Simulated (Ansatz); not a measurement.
# BF2HSe: the cost of one run

Method: RKS PBE/def2-SVP, in Ansatz 0.2.0.

**1. Starting point**

Bond lengths: F1–B2 1.503 Å, B2–F3 1.460 Å, B2–Se4 2.045 Å, Se4–H5 1.591 Å. Angles: F1–B2–F3 120.4°, F1–B2–Se4 118.4°, F3–B2–Se4 121.2°, B2–Se4–H5 88.2°.

Coordinates:

```xyz
5

F     0.8888   -1.6249   -0.0126
B     0.0356   -0.4578    0.3970
F    -1.1575   -0.6658    1.2120
Se    0.6114    1.4176   -0.1820
H    -0.3285    1.2571   -1.4558
```

**2. Relaxing end A**

Input file input.yaml:

```yaml
crystal:
  periodic: [false, false, false]
  atoms:
    - { symbol: F, position_ang: [0.8888, -1.6249, -0.0126] }
    - { symbol: B, position_ang: [0.0356, -0.4578, 0.397] }
    - { symbol: F, position_ang: [-1.1575, -0.6658, 1.212] }
    - { symbol: Se, position_ang: [0.6114, 1.4176, -0.182] }
    - { symbol: H, position_ang: [-0.3285, 1.2571, -1.4558] }
basis:
  gaussian: { orbitals: def2-SVP }
hamiltonian:
  xc: pbe
relax:
  f_tol: 0.02
  max_steps: 50
output:
  orbitals: {}
```

On the command line:

```
> ansatz run input.yaml --threads 1 --pin off --max-ram 2048MiB --backend cpu --events-out ev --progress --plain --runs-dir out
```

What time and memory should one allow on 1 thread of Arm Neoverse N1, shared host?

About 39 s, with a peak of 0.14 GiB.
